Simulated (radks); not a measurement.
# Fractional charge and spin in the 4s shell of selenium

The task here is to estimate one member of a computed series from the others.

Method: scalar-relativistic Kohn-Sham, PBEsol, spin-polarised, spherical densities, finite nucleus. Code: radks (a radial shooting solver on a logarithmic mesh, Libxc functionals) version 1.

### The system

| Item | Value |
| --- | --- |
| element | selenium (Z = 34) |
| configuration | [Ar] 3d10 4p(up 2, down 2) 4s(up 1, down 1) |
| nuclear rms radius | 4.14 fm |

A shell typed twice in an input gives spin up, then spin down.

Set-up of the first run:

Settings of this run:

```text
Z 34
configuration [Ar] 3d10 4p2 4p2 4s1 4s1
relativity scalar-relativistic
functional pbe_sol,pbe_sol
spin polarised
nucleus finite rms 4.14 fm
c 137.035999084
```

Among the steps run: 4s: up 1, down 1.

One table of the session follows, with a row left open; its other results are not shown here.

It belongs to the step «4s: up 1, down 1». Sizes of the orbitals, from the radial functions (bohr):

| level | <r> | outermost maximum (interpolated) | 90 % within | nodes |
| --- | --- | --- | --- | --- |
| 1s | 0.04411 | 0.0288 | 0.0789 | 0 |
| 2s | 0.1961 | 0.165 | 0.303 | 1 |
| 2p | ? | ? | ? | ? |
| 3s | 0.5745 | 0.503 | 0.857 | 2 |
| 3p | 0.5899 | 0.500 | 0.903 | 1 |
| 3d | 0.6308 | 0.452 | 1.05 | 0 |
| 4s | 1.795 | 1.51 | 2.69 | 3 |
| 4p | 2.297 | 1.81 | 3.57 | 2 |

Q: Estimate the row for 2p from the others.

The run gave: <r>: 0.1712; outermost maximum (interpolated): 0.132; 90 % within: 0.279; nodes: 0. In the column «<r>» it lies between 1s (0.04411) and 2s (0.1961).
